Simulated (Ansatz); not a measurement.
# CH2O2Si (SMILES OC1=[SiH]O1): functionals against CCSD(T) at one geometry

Aim: energy, forces and dipole at a structure displaced at random from a GFN2-xTB minimum, from CCSD(T) and from density functionals.

Method: single points in def2-TZVPP; program: Ansatz 0.2.0, Gaussian basis.

Cores are frozen in the correlated methods. B3LYP uses VWN-RPA correlation.

## 1. Starting geometry

SMILES `OC1=[SiH]O1`, 6 atoms, charge 0, spin multiplicity 1.

Atoms are counted from 1 here; the program's logs count them from 0.

Bond lengths: O1–C2 1.354 Å, O1–H5 0.916 Å, C2–Si3 1.894 Å, C2–O4 1.515 Å, Si3–O4 1.691 Å, Si3–H6 1.572 Å. Angles: C2–O1–H5 110.7°, O1–C2–Si3 114.7°, O1–C2–O4 107.7°, Si3–C2–O4 58.2°, C2–Si3–O4 49.6°, C2–Si3–H6 149.8°, O4–Si3–H6 102.3°, C2–O4–Si3 72.2°.

As a file:

```xyz
6
CH2O2Si
O    -0.84290    0.83710   -0.92030
C    -0.09340   -0.27960   -0.76560
Si    0.99590   -0.29190    0.78380
O    -0.53520   -0.95770    0.51490
H    -0.79840    1.13950   -1.78340
H     1.13620   -0.39780    2.34560
```

## 2. CCSD(T)/def2-TZVPP

Contents of run/in.yaml:

```yaml
crystal:
  periodic: [false, false, false]
  atoms:
    - {symbol: O, position_ang: [-0.842900, 0.837100, -0.920300]}
    - {symbol: C, position_ang: [-0.093400, -0.279600, -0.765600]}
    - {symbol: Si, position_ang: [0.995900, -0.291900, 0.783800]}
    - {symbol: O, position_ang: [-0.535200, -0.957700, 0.514900]}
    - {symbol: H, position_ang: [-0.798400, 1.139500, -1.783400]}
    - {symbol: H, position_ang: [1.136200, -0.397800, 2.345600]}
basis:
  gaussian: {orbitals: def2-TZVPP}
correlation: {method: ccsd_t}
output: {forces: true}
```

The command line of these runs was not kept.

## 3. PBE0-D4/def2-TZVPP

Edit run/in.yaml of step 2 so:

```diff
@@ -11,3 +11,3 @@
   gaussian: {orbitals: def2-TZVPP}
-correlation: {method: ccsd_t}
-output: {forces: true}
+hamiltonian: {xc: pbe0, dispersion: d4}
+output: {forces: true, orbitals: {seedname: orbitals}}
```

## 4. wB97M-V/def2-TZVPP

Edit run/in.yaml of step 3 so:

```diff
@@ -11,3 +11,3 @@
   gaussian: {orbitals: def2-TZVPP}
-hamiltonian: {xc: pbe0, dispersion: d4}
-output: {forces: true, orbitals: {seedname: orbitals}}
+hamiltonian: {xc: {name: wB97M-V}}
+output: {forces: true}
```

## 5. r2SCAN-D4/def2-TZVPP

Edit run/in.yaml of step 4 so:

```diff
@@ -11,3 +11,3 @@
   gaussian: {orbitals: def2-TZVPP}
-hamiltonian: {xc: {name: wB97M-V}}
+hamiltonian: {xc: r2scan, dispersion: d4}
 output: {forces: true}
```

## 6. PBE-D4/def2-TZVPP

Edit run/in.yaml of step 5 so:

```diff
@@ -11,3 +11,3 @@
   gaussian: {orbitals: def2-TZVPP}
-hamiltonian: {xc: r2scan, dispersion: d4}
+hamiltonian: {xc: pbe, dispersion: d4}
 output: {forces: true}
```

## 7. B3LYP-D4/def2-TZVPP

Edit run/in.yaml of step 6 so:

```diff
@@ -11,3 +11,3 @@
   gaussian: {orbitals: def2-TZVPP}
-hamiltonian: {xc: pbe, dispersion: d4}
+hamiltonian: {xc: {name: B3LYP}, dispersion: d4}
 output: {forces: true}
```

## 8. r2SCAN0-D4/def2-TZVPP

Edit run/in.yaml of step 7 so:

```diff
@@ -11,3 +11,3 @@
   gaussian: {orbitals: def2-TZVPP}
-hamiltonian: {xc: {name: B3LYP}, dispersion: d4}
+hamiltonian: {xc: {name: r2SCAN0}, dispersion: d4}
 output: {forces: true}
```

(Steps that only read results are left out.)

Q: Predict the outcome of this session. Wanted: energy less free atoms, CCSD(T)/def2-TZVPP; RMS force component; RMS force error; HOMO and LUMO, PBE0-D4; T1 diagnostic.

**Answer**, as computed:

```
                                  quantity                                                                                               value
energy less free atoms, CCSD(T)/def2-TZVPP                                                                                      -1955.1 kJ/mol
                       RMS force component                                                                1.393 to 1.627 eV/Å over the methods
                           RMS force error  PBE0-D4 0.260, wB97M-V 0.293, r2SCAN-D4 0.170, PBE-D4 0.321, B3LYP-D4 0.127, r2SCAN0-D4 0.365 eV/Å
                    HOMO and LUMO, PBE0-D4                                                                                  -5.95 and -2.67 eV
                             T1 diagnostic                                                                                               0.026
```

Against CCSD(T) the functionals' energies less atoms differ by -205.7 to +2.1 kJ/mol, PBE-D4 by -205.7 kJ/mol. The reference is not at the basis limit: in triple zeta CCSD(T) underbinds, which counts against methods that bind more; the gaps are no ranking. On forces the order runs from B3LYP-D4 to r2SCAN0-D4. Frozen-core CCSD(T) forces in triple zeta carry basis errors of their own, and this is one geometry, so small gaps rank nothing. The T1 diagnostic is large here, over the usual mark for main-group molecules (transition-metal compounds often pass it harmlessly), so CCSD(T) itself may be off. The restricted Hartree–Fock reference is unstable towards an unrestricted one at one or more of these structures.
